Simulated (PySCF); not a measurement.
# C6H12O2 (ethyl isobutanoate): the cost of one run

Computed with PySCF 2.14.0, with density-fitted response routines of our own, on a single molecule, in the gas phase or a continuum. Atoms are numbered from 0 throughout.

### Step 1. The molecule as given

20 atoms, charge 0, multiplicity 1; geometry from: GFN2-xTB.

Bonds of the start (Å): C0–C1 1.52, C1–O2 1.43, O2–C3 1.34, C3–O4 1.20, C3–C5 1.52, C5–C6 1.52, C5–C7 1.53, C0–H8 1.09, C0–H9 1.09, C0–H10 1.09, C1–H11 1.09, C1–H12 1.10, C5–H13 1.09, C6–H14 1.09, C6–H15 1.09, C6–H16 1.09, C7–H17 1.09, C7–H18 1.09, C7–H19 1.09.

### Step 2. Optimising the geometry at PBE0-D3(BJ)/def2-SVP

Job settings and geometry (Å):

```
{"job": {"xc": "PBE0", "basis": "def2-SVP", "d3": "d3bj", "grid": 1, "kind": "geom"}, "charge": 0, "multiplicity": 1}
C      3.107998    -0.029311    -0.172131
C      2.024286    -1.015903    -0.582652
O      0.800610    -0.756681     0.107754
C     -0.042859     0.122264    -0.446077
O      0.166588     0.694446    -1.482369
C     -1.304560     0.247789     0.388899
C     -1.963561     1.602232     0.154954
C     -2.239478    -0.899989    -0.006348
H      2.820209     0.978826    -0.460636
H      3.256619    -0.059935     0.904689
H      4.040596    -0.284692    -0.667090
H      2.297872    -2.037752    -0.310303
H      1.842024    -0.951824    -1.660572
H     -1.024070     0.130939     1.439423
H     -1.318034     2.407106     0.497631
H     -2.908739     1.658682     0.688698
H     -2.147525     1.743106    -0.907013
H     -2.499520    -0.824721    -1.059925
H     -1.760411    -1.860364     0.168936
H     -3.153195    -0.853539     0.581701
```

The run is started by

```
> OMP_NUM_THREADS=1 python probes_run.py task.json out
```

One launch serves the whole session: the jobs run in the order shown.

**Question.** How long does this first job take on 1 thread of Arm Neoverse V2, shared host, and how much memory does it need?

About 1.7 min, with a peak of 0.8 GiB.
